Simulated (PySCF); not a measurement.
# CoH5: relaxation and vibrations of the singlet

Aim: relax CoH5 as a singlet from a square pyramidal start, check by its vibrations whether the end is a minimum, and collect its spectrum and constants.

The runs use PySCF 2.14.0; PBE0, basis Co def2-TZVP, H def2-TZVP, no relativity, density fitting.

### Step 1. Where the work starts

6 atoms, charge 0, spin multiplicity 1.

Bond lengths: Co1–H2 1.430 Å, Co1–H3 1.430 Å, Co1–H4 1.430 Å, Co1–H5 1.430 Å, Co1–H6 1.430 Å. Angles: H2–Co1–H3 102.0°, H2–Co1–H4 102.0°, H2–Co1–H5 102.0°, H2–Co1–H6 102.0°, H3–Co1–H4 87.5°, H3–Co1–H5 156.0°, H3–Co1–H6 87.5°, H4–Co1–H5 87.5°, H4–Co1–H6 156.0°, H5–Co1–H6 87.5°.

Coordinates in bohr (charge 0 multiplicity 1):
```
Co    0.0000    0.0000   -0.0072
H     0.0000    0.0000    2.6951
H     2.6433    0.0000   -0.5690
H     0.0000    2.6433   -0.5690
H    -2.6433    0.0000   -0.5690
H     0.0000   -2.6433   -0.5690
```

### Step 2. Relaxing the singlet from the square pyramidal start

One driver script runs all steps and calls PySCF; scf.py shows how it sets up the SCF of each step. The optimiser is the driver's own. Before each start the driver seeks the lowest SCF state from one or more starting densities and follows internal instabilities, so scf.py alone need not reach the same state.

The program finds C4v symmetry in the start, which this walk keeps. The walk stops when the largest gradient is under 0.0003 Eh/bohr and the energy has settled too.

File scf.py:

```python
from pyscf import gto, scf, dft
mol = gto.M(atom='''
Co    -0.000000    -0.000000    -0.003794
H      0.000000     0.000000     1.426206
H      1.398800    -0.000000    -0.301094
H      0.000000     1.398800    -0.301094
H     -1.398800     0.000000    -0.301094
H     -0.000000    -1.398800    -0.301094''',
    basis={'Co': 'def2-TZVP', 'H': 'def2-TZVP'},
    charge=0, spin=0)
mf = dft.RKS(mol, xc='PBE0')
mf.grids.atom_grid = (50, 194)
aux = {'Co': 'def2-universal-JKFIT', 'H': 'def2-universal-JKFIT'}
mf = mf.density_fit(auxbasis=aux)
mf.kernel()
```

The optimiser's trace:

```tsv
step	energy (Eh)	change (kJ/mol)	largest symmetric gradient (Eh/bohr)
0	-1385.252923	0.00	0.05679
1	-1385.259689	-17.76	0.03444
2	-1385.263358	-27.40	0.00647
3	-1385.263520	-27.82	0.00163
4	-1385.263579	-27.98	0.00144
5	-1385.263616	-28.07	0.00061
6	-1385.263621	-28.09	0.00019
7	-1385.263621	-28.09	0.00010
```

The walk needed 4.4 s of wall time on 4 threads, shared host.

Geometry (Å) and forces (eV/Å) at some steps, with the part that breaks the symmetry left in:

```
step 0
Co   0.000   0.000  -0.004   0.000   0.000   2.920
H    0.000   0.000   1.426   0.000   0.000   0.041
H    1.399   0.000  -0.301   1.087  -1.430  -0.740
H    0.000   1.399  -0.301  -1.430   1.087  -0.740
H   -1.399   0.000  -0.301  -1.087   1.430  -0.740
H    0.000  -1.399  -0.301   1.430  -1.087  -0.740
step 1
Co   0.000   0.000   0.029   0.000   0.000   1.771
H    0.000   0.000   1.459   0.000   0.000   0.045
H    1.419   0.000  -0.318   0.530  -1.349  -0.454
H    0.000   1.419  -0.318  -1.349   0.530  -0.454
H   -1.419   0.000  -0.318  -0.530   1.349  -0.454
H    0.000  -1.419  -0.318   1.349  -0.530  -0.454
step 4
Co   0.000   0.000   0.097   0.000   0.000  -0.005
H    0.000   0.000   1.529   0.000   0.000   0.007
H    1.437   0.000  -0.352  -0.074  -1.256  -0.001
H    0.000   1.437  -0.352  -1.256  -0.074  -0.001
H   -1.437   0.000  -0.352   0.074   1.256  -0.001
H    0.000  -1.437  -0.352   1.256   0.074  -0.001
step 7
Co   0.000   0.000   0.101   0.000   0.000   0.004
H    0.000   0.000   1.535   0.000   0.000  -0.005
H    1.429   0.000  -0.354   0.000  -1.266   0.000
H    0.000   1.429  -0.354  -1.266   0.000   0.000
H   -1.429   0.000  -0.354   0.000   1.266   0.000
H    0.000  -1.429  -0.354   1.266   0.000   0.000
```

It settles in C4v symmetry, 28.1 kJ/mol below the start, after 7 steps: Co–H 1.433 Å, Co–H 1.500 Å (×4); H–Co–H 84.7° (×4), H–Co–H 107.7° (×4), H–Co–H 144.6° (×2). A gradient of 0.0246 Eh/bohr that breaks the symmetry is left: this electronic state wants a lower symmetry.

### Step 3. Releasing the symmetry

The geometry is nudged along the force that breaks the symmetry.

The program finds C2v symmetry in the start, which may break. Threshold on the gradient: 0.0003 Eh/bohr, with a further test on the energy change.

Edit scf.py of step 2 so:

```diff
@@ -3,6 +3,6 @@
-Co    -0.000000    -0.000000    -0.003794
-H      0.000000     0.000000     1.426206
-H      1.398800    -0.000000    -0.301094
-H      0.000000     1.398800    -0.301094
-H     -1.398800     0.000000    -0.301094
-H     -0.000000    -1.398800    -0.301094''',
+Co    -0.000000    -0.000000     0.006167
+H     -0.000000    -0.000000     1.438762
+H      1.428790    -0.050000    -0.449841
+H     -0.050000     1.428790    -0.449841
+H     -1.428790     0.050000    -0.449841
+H      0.050000    -1.428790    -0.449841''',
```

Energy and gradient, step by step:

```tsv
step	energy (Eh)	change (kJ/mol)	largest gradient (Eh/bohr)
0	-1385.272570	0.00	0.02277
1	-1385.289056	-43.28	0.01999
2	-1385.323264	-133.10	0.02020
3	-1385.366623	-246.94	0.02569
4	-1385.379843	-281.64	0.05169
5	-1385.390364	-309.27	0.02475
6	-1385.394716	-320.69	0.02336
7	-1385.398339	-330.21	0.01738
8	-1385.400038	-334.67	0.01521
9	-1385.402543	-341.24	0.00641
10	-1385.403212	-343.00	0.00705
11	-1385.404241	-345.70	0.00402
12	-1385.404366	-346.03	0.00098
13	-1385.404376	-346.06	0.00011
14	-1385.404376	-346.06	0.00006
```

The walk took 9 s.

End point (C2v, 14 steps, 346.1 kJ/mol gained): Co–H 1.453 Å, Co–H 1.600 Å (×4), H–H 0.824 Å (×2); Co–H–H 75.1° (×4), H–Co–H 29.9° (×2), H–Co–H 89.9° (×4), H–Co–H 150.1° (×2), H–Co–H 179.8° (×2).

### Step 4. Is it a minimum? Harmonic modes

On the finer grid the gradient is checked again; gradients at displacements of ±0.01 bohr then give force constants and infrared intensities.

Edit scf.py of step 3 so:

```diff
@@ -3,6 +3,6 @@
-Co    -0.000000    -0.000000     0.006167
-H     -0.000000    -0.000000     1.438762
-H      1.428790    -0.050000    -0.449841
-H     -0.050000     1.428790    -0.449841
-H     -1.428790     0.050000    -0.449841
-H      0.050000    -1.428790    -0.449841''',
+Co    -0.000000    -0.000000    -0.023065
+H      0.000000     0.000000     1.429493
+H      1.384684    -0.801811    -0.020185
+H     -0.801811     1.384684    -0.020185
+H     -1.384684     0.801811    -0.020185
+H      0.801811    -1.384684    -0.020185''',
@@ -12 +12 @@
-mf.grids.atom_grid = (50, 194)
+mf.grids.atom_grid = (75, 302)
```

This SCF starts from the last density.

SCF at the final geometry:

```text
init E= -1385.40421612351
  HOMO = -0.188992150886004  LUMO = -0.0394921437961377  gap/eV = 4.06810
cycle= 1 E= -1385.40421612256  delta_E= 9.49e-10  |g|= 9.71e-05  |ddm|= 4.23e-05
  HOMO = -0.189023433215489  LUMO = -0.0395082968266331  gap/eV = 4.06851
cycle= 2 E= -1385.40421609917  delta_E= 2.34e-08  |g|= 0.000487  |ddm|= 0.000212
  HOMO = -0.188997378401749  LUMO = -0.0394948256923309  gap/eV = 4.06817
cycle= 3 E= -1385.40421612355  delta_E= -2.44e-08  |g|= 3.06e-07  |ddm|= 0.000177
  HOMO = -0.188997375014124  LUMO = -0.0394948197744336  gap/eV = 4.06817
cycle= 4 E= -1385.40421612354  delta_E= 1.43e-11  |g|= 1.47e-07  |ddm|= 3.69e-07
  HOMO = -0.188997411216374  LUMO = -0.0394948332144507  gap/eV = 4.06817
Extra cycle  E= -1385.40421612356  delta_E= -2.18e-11  |g|= 4.3e-07  |ddm|= 4.17e-07
converged SCF energy = -1385.40421612356
```

The whole step took 13 s.

Geometry: C2v; Co–H 1.453 Å, Co–H 1.600 Å (×4), H–H 0.824 Å (×2); Co–H–H 75.1° (×4), H–Co–H 29.9° (×2), H–Co–H 89.9° (×4), H–Co–H 150.1° (×2), H–Co–H 179.8° (×2).

Modes, for the most abundant isotopes:

```csv
symmetry,ω (cm⁻¹),IR (km/mol),μ (u)
a2,553i,0.0,1.01
b1,303i,14.2,1.06
b1,369,12.3,1.02
a1,529,20.5,1.07
b2,808,394,1.02
b2,908,176,1.07
a1,1248,11.9,1.01
a2,1650,0.0,1.01
b1,1716,0.2,1.01
a1,2029,184,1.03
b2,3192,506,1.01
a1,3293,6.9,1.01
```

2 modes are imaginary, the largest at 553i cm⁻¹: a saddle point, not a minimum.

Constants and moments:

```yaml
Dipole_moment: 2.11 D
Highest_occupied_level: -5.14 eV
Lowest_empty_level: -1.07 eV
Rotational_constants: 6.07, 1.633, 1.437 cm⁻¹
Zero-point_energy_real_modes: 94.2 kJ/mol
Principal_polarisabilities: 35.0, 39.2, 42.1 bohr³
Atomisation_energy_without_zero-point_energy: 1082 kJ/mol
Principal_traceless_quadrupole_moments_about_the_centre_of_mass: -2.76, -2.10, 4.87 D Å
```

Charges (e) and bond orders:

```json
{"atom": "Co1", "Mulliken": "-0.31", "Löwdin": "-0.44", "polar tensor": "-0.12", "Mayer order to Co1": "–"}
{"atom": "H2", "Mulliken": "-0.09", "Löwdin": "-0.02", "polar tensor": "-0.28", "Mayer order to Co1": "1.02"}
{"atom": "H3,4,5,6", "Mulliken": "0.10", "Löwdin": "0.12", "polar tensor": "0.10", "Mayer order to Co1": "0.38"}
```

Mulliken populations on Co1: s 6.69, p 12.26, d 8.36, f 0.00.

### Step 5. Downhill along the imaginary mode

The start is the last point, displaced along its most imaginary mode.

The program finds C2 symmetry in the start, which this walk keeps. The walk stops when the largest gradient is under 0.0003 Eh/bohr and the energy has settled too.

Edit scf.py of step 4 so:

```diff
@@ -5,4 +5,4 @@
-H      1.384684    -0.801811    -0.020185
-H     -0.801811     1.384684    -0.020185
-H     -1.384684     0.801811    -0.020185
-H      0.801811    -1.384684    -0.020185''',
+H      1.379851    -0.799013     0.099685
+H     -0.804610     1.389516    -0.140055
+H     -1.379851     0.799013     0.099685
+H      0.804610    -1.389516    -0.140055''',
@@ -12 +12 @@
-mf.grids.atom_grid = (75, 302)
+mf.grids.atom_grid = (50, 194)
```

Energy and gradient, step by step:

```tsv
step	energy (Eh)	change (kJ/mol)	largest symmetric gradient (Eh/bohr)
0	-1385.404735	0.00	0.00874
1	-1385.405631	-2.35	0.00335
2	-1385.406363	-4.27	0.00324
3	-1385.406775	-5.36	0.01021
4	-1385.407631	-7.60	0.00232
5	-1385.407975	-8.51	0.00258
6	-1385.408193	-9.08	0.00431
7	-1385.408365	-9.53	0.00233
8	-1385.408457	-9.77	0.00077
9	-1385.408489	-9.86	0.00042
10	-1385.408492	-9.87	0.00035
11	-1385.408494	-9.87	0.00027
```

The walk took 7 s.

It settles in C2 symmetry, 9.9 kJ/mol below the start, after 11 steps: Co–H 1.448 Å, Co–H 1.542 Å (×2), Co–H 1.588 Å (×2), H–H 0.857 Å (×2); Co–H–H 71.2° (×2), Co–H–H 77.1° (×2), H–Co–H 31.7° (×2), H–Co–H 74.1° (×2), H–Co–H 96.7° (×2), H–Co–H 148.2°.

### Step 6. Frequencies

The same treatment as at the point before.

Edit scf.py of step 5 so:

```diff
@@ -3,6 +3,6 @@
-Co    -0.000000    -0.000000    -0.023065
-H      0.000000     0.000000     1.429493
-H      1.379851    -0.799013     0.099685
-H     -0.804610     1.389516    -0.140055
-H     -1.379851     0.799013     0.099685
-H      0.804610    -1.389516    -0.140055''',
+Co    -0.000000    -0.000000    -0.031822
+H      0.000000     0.000000     1.416925
+H      1.232301    -0.826970     0.393210
+H     -0.875746     1.312149    -0.214204
+H     -1.232301     0.826970     0.393210
+H      0.875746    -1.312149    -0.214204''',
@@ -12 +12 @@
-mf.grids.atom_grid = (50, 194)
+mf.grids.atom_grid = (75, 302)
```

Log of the central SCF (cycles and frontier levels):

```text
init E= -1385.40836969106
  HOMO = -0.191918476322435  LUMO = -0.0556315510147263  gap/eV = 3.70856
cycle= 1 E= -1385.40836964006  delta_E= 5.1e-08  |g|= 0.00072  |ddm|= 0.000297
  HOMO = -0.191688474116356  LUMO = -0.0555159322218097  gap/eV = 3.70544
cycle= 2 E= -1385.4083682261  delta_E= 1.41e-06  |g|= 0.00379  |ddm|= 0.00155
  HOMO = -0.191881442579766  LUMO = -0.0556129828307013  gap/eV = 3.70805
cycle= 3 E= -1385.40836969301  delta_E= -1.47e-06  |g|= 1.71e-06  |ddm|= 0.0013
  HOMO = -0.191881434129593  LUMO = -0.0556130472393228  gap/eV = 3.70805
cycle= 4 E= -1385.40836969302  delta_E= -5e-12  |g|= 2.11e-06  |ddm|= 5.6e-06
  HOMO = -0.191880775399395  LUMO = -0.0556127384226786  gap/eV = 3.70804
Extra cycle  E= -1385.40836969302  delta_E= -9.09e-13  |g|= 9.31e-06  |ddm|= 5.19e-06
converged SCF energy = -1385.40836969302
```

The whole step needed 21 s of wall time on 4 threads, shared host.

Geometry: C2; Co–H 1.449 Å, Co–H 1.544 Å (×2), Co–H 1.588 Å (×2), H–H 0.855 Å (×2); Co–H–H 71.3° (×2), Co–H–H 77.0° (×2), H–Co–H 31.7° (×2), H–Co–H 74.0° (×2), H–Co–H 96.6° (×2), H–Co–H 148.0°.

Harmonic modes (main isotopes):

```csv
symmetry,ω (cm⁻¹),IR (km/mol)
b,357i,24.1
b,271,2.1
a,444,41.8
a,746,1.1
b,868,144
b,1084,301
a,1250,27.2
a,1815,0.0
b,1856,39.6
a,2056,128
a,2889,38.6
b,2940,408
```

1 mode is imaginary, the largest at 357i cm⁻¹: a saddle point, not a minimum.

Properties at this point:

| Property | Result |
| --- | --- |
| Dipole moment | 1.62 D |
| Highest occupied level | -5.22 eV |
| Lowest empty level | -1.51 eV |
| Rotational constants | 5.93, 1.783, 1.455 cm⁻¹ |
| Zero-point energy (real modes) | 97.0 kJ/mol |
| Principal polarisabilities | 34.0, 37.1, 42.0 bohr³ |
| Atomisation energy without zero-point energy | 1092 kJ/mol |
| Principal traceless quadrupole moments about the centre of mass | -2.60, -1.31, 3.91 D Å |

Charges (e) and bond orders:

| atom | Mulliken | Löwdin | polar tensor | Mayer order to Co1 |
| --- | --- | --- | --- | --- |
| Co1 | -0.29 | -0.41 | -0.16 | – |
| H2 | -0.06 | 0.01 | -0.24 | 0.95 |
| H3,5 | 0.11 | 0.12 | 0.18 | 0.41 |
| H4,6 | 0.06 | 0.09 | 0.01 | 0.45 |

Outer orbital energies (eV). occupied: -63.69, -14.63, -13.09, -8.35, -7.24, -6.16, -5.92, -5.22; empty: -1.51, -0.11, 0.90, 2.37.

Mulliken populations on Co1: s 6.67, p 12.28, d 8.34, f 0.00.

### Step 7. Following the imaginary mode

The atoms are moved a little along the softest imaginary mode and relaxed again.

The program finds C1 symmetry in the start.

Edit scf.py of step 6 so:

```diff
@@ -3,6 +3,6 @@
-Co    -0.000000    -0.000000    -0.031822
-H      0.000000     0.000000     1.416925
-H      1.232301    -0.826970     0.393210
-H     -0.875746     1.312149    -0.214204
-H     -1.232301     0.826970     0.393210
-H      0.875746    -1.312149    -0.214204''',
+Co    -0.002633    -0.000445    -0.030469
+H      0.110164     0.047580     1.418277
+H      1.181024    -0.873203     0.468393
+H     -0.802571     1.347605    -0.159958
+H     -1.283578     0.780737     0.320733
+H      0.948921    -1.276692    -0.265744''',
@@ -12 +12 @@
-mf.grids.atom_grid = (75, 302)
+mf.grids.atom_grid = (50, 194)
```

Energy and gradient, step by step:

```tsv
step	energy (Eh)	change (kJ/mol)	largest gradient (Eh/bohr)
0	-1385.408694	0.00	0.00447
1	-1385.409007	-0.82	0.00188
2	-1385.409290	-1.56	0.00218
3	-1385.409534	-2.21	0.00376
4	-1385.409649	-2.51	0.00198
5	-1385.409705	-2.65	0.00157
6	-1385.409735	-2.73	0.00099
7	-1385.409741	-2.75	0.00084
8	-1385.409750	-2.77	0.00056
9	-1385.409753	-2.78	0.00034
10	-1385.409755	-2.79	0.00029
```

The walk took 6.7 s.

After 10 steps and 2.8 kJ/mol it ends at Cs: Co–H 1.453 Å, Co–H 1.541 Å, Co–H 1.544 Å, Co–H 1.550 Å, Co–H 1.617 Å, H–H 0.852 Å, H–H 0.878 Å; Co–H–H 70.0°, Co–H–H 73.3°, Co–H–H 73.6°, Co–H–H 78.8°, H–Co–H 31.1°, H–Co–H 33.1°.

### Step 8. Is it a minimum? Harmonic modes

The same treatment as at the point before.

Edit scf.py of step 7 so:

```diff
@@ -3,6 +3,6 @@
-Co    -0.002633    -0.000445    -0.030469
-H      0.110164     0.047580     1.418277
-H      1.181024    -0.873203     0.468393
-H     -0.802571     1.347605    -0.159958
-H     -1.283578     0.780737     0.320733
-H      0.948921    -1.276692    -0.265744''',
+Co    -0.007490    -0.003475    -0.030719
+H      0.309488     0.181691     1.374622
+H      1.101206    -0.933838     0.523651
+H     -0.714397     1.367050    -0.024369
+H     -1.322385     0.771028     0.191295
+H      1.062245    -1.187814    -0.288087''',
@@ -12 +12 @@
-mf.grids.atom_grid = (50, 194)
+mf.grids.atom_grid = (75, 302)
```

Log of the central SCF (cycles and frontier levels):

```text
init E= -1385.40967303611
  HOMO = -0.193289359339009  LUMO = -0.0552265424937728  gap/eV = 3.75688
cycle= 1 E= -1385.40967303544  delta_E= 6.71e-10  |g|= 8.29e-05  |ddm|= 3.72e-05
  HOMO = -0.193262778570657  LUMO = -0.0552133465578022  gap/eV = 3.75652
cycle= 2 E= -1385.40967301689  delta_E= 1.85e-08  |g|= 0.000434  |ddm|= 0.000177
  HOMO = -0.193285049968871  LUMO = -0.0552244438467602  gap/eV = 3.75682
cycle= 3 E= -1385.40967303615  delta_E= -1.93e-08  |g|= 1.58e-06  |ddm|= 0.00015
  HOMO = -0.193284783392799  LUMO = -0.0552243860263726  gap/eV = 3.75681
cycle= 4 E= -1385.40967303617  delta_E= -1.36e-11  |g|= 4.58e-07  |ddm|= 1.04e-05
  HOMO = -0.193284739696577  LUMO = -0.0552243590722012  gap/eV = 3.75681
Extra cycle  E= -1385.40967303617  delta_E= -2.27e-12  |g|= 9.68e-07  |ddm|= 9.72e-07
converged SCF energy = -1385.40967303617
```

The whole step took 26 s.

Geometry: Cs; Co–H 1.452 Å, Co–H 1.542 Å (×2), Co–H 1.550 Å, Co–H 1.617 Å, H–H 0.851 Å, H–H 0.878 Å; Co–H–H 70.1°, Co–H–H 73.5° (×2), Co–H–H 78.8°, H–Co–H 31.1°, H–Co–H 33.1°, H–Co–H 64.8°.

Harmonic modes (main isotopes):

```csv
symmetry,ω (cm⁻¹),IR (km/mol)
a'',293,4.2
a'',358,5.0
a',546,58.7
a'',733,3.8
a',814,121
a',1048,325
a',1239,45.0
a',1833,48.2
a'',1900,0.0
a',2048,131
a',2696,180
a',2959,268
```

No imaginary mode, so this is a minimum.

Constants and moments:

* Dipole moment: 1.60 D
* Highest occupied level: -5.26 eV
* Lowest empty level: -1.50 eV
* Rotational constants: 5.879, 1.787, 1.463 cm⁻¹
* Zero-point energy: 98.5 kJ/mol
* Principal polarisabilities: 34.4, 35.1, 42.3 bohr³
* Atomisation energy without zero-point energy: 1096 kJ/mol
* Principal traceless quadrupole moments about the centre of mass: -2.57, -1.17, 3.73 D Å
* Entropy at 298.15 K and 1 bar: 248.7 J/(mol K)
* Heat capacity Cp at 298.15 K: 59.8 J/(mol K)
* Enthalpy at 298.15 K above 0 K: 13.06 kJ/mol
* Rotational symmetry number: 1

Populations by atom (charges in e):

| atom | Mulliken | Löwdin | polar tensor | Mayer order to Co1 |
| --- | --- | --- | --- | --- |
| Co1 | -0.27 | -0.40 | -0.15 | – |
| H2 | -0.06 | 0.01 | -0.23 | 0.93 |
| H3 | 0.10 | 0.12 | 0.24 | 0.38 |
| H4,5 | 0.09 | 0.10 | 0.09 | 0.47 |
| H6 | 0.04 | 0.08 | -0.03 | 0.43 |

Mulliken populations on Co1: s 6.65, p 12.28, d 8.33, f 0.00.

### Step 9. Stability of the closed shell

At the lowest minimum the closed shell is tested against spin polarisation, on the (50, 194) grid. It is unstable: an open-shell solution lies lower. That solution was not followed to a minimum here.

### Step 10. All stationary points

| spin | group | bonds | imaginary modes (cm⁻¹) | ΔE (kJ/mol) | with zero-point energy |
| --- | --- | --- | --- | --- | --- |
| singlet | Cs | Co–H 1.452 Å, Co–H 1.542 Å (×2), Co–H 1.550 Å, Co–H 1.617 Å, H–H 0.851 Å, H–H 0.878 Å | none | 0.0 | 0.0 |
| singlet | C2 | Co–H 1.449 Å, Co–H 1.544 Å (×2), Co–H 1.588 Å (×2), H–H 0.855 Å (×2) | 357i | 3.4 | – |
| singlet | C2v | Co–H 1.453 Å, Co–H 1.600 Å (×4), H–H 0.824 Å (×2) | 553i, 303i | 14.3 | – |

### Step 11. Summary of results

```
                            quantity                                                                                                                                                                           value
                             minimum                                                                                                                  singlet, Cs (closed shell, unstable towards spin polarisation)
                            geometry  Co–H 1.452 Å, Co–H 1.542 Å (×2), Co–H 1.550 Å, Co–H 1.617 Å, H–H 0.851 Å, H–H 0.878 Å; Co–H–H 70.1°, Co–H–H 73.5° (×2), Co–H–H 78.8°, H–Co–H 31.1°, H–Co–H 33.1°, H–Co–H 64.8°
                  wavenumbers (cm⁻¹)                                               293 (a''), 358 (a''), 546 (a'), 733 (a''), 814 (a'), 1048 (a'), 1239 (a'), 1833 (a'), 1900 (a''), 2048 (a'), 2696 (a'), 2959 (a')
                       dipole moment                                                                                                                                                                          1.60 D
highest occupied, lowest empty level                                                                                                                                                                 -5.26, -1.50 eV
          polar-tensor charge of Co1                                                                                                                                                                         -0.15 e
                   zero-point energy                                                                                                                                                                     98.5 kJ/mol
```

From C4v at the start the molecule goes to a Cs minimum, after a stop at a saddle point 3.4 kJ/mol higher, from which it was pushed off along an imaginary mode. In the infrared the band at 1048 cm⁻¹ (a') leads. Only this shape and spin were tried, so other structures or states may lie lower. A stability analysis at the minimum finds the closed shell unstable towards spin polarisation: an open-shell solution lies lower, and these values are not those of the lowest state.

The search up to here needed 90 s of wall time on 4 threads, shared host.
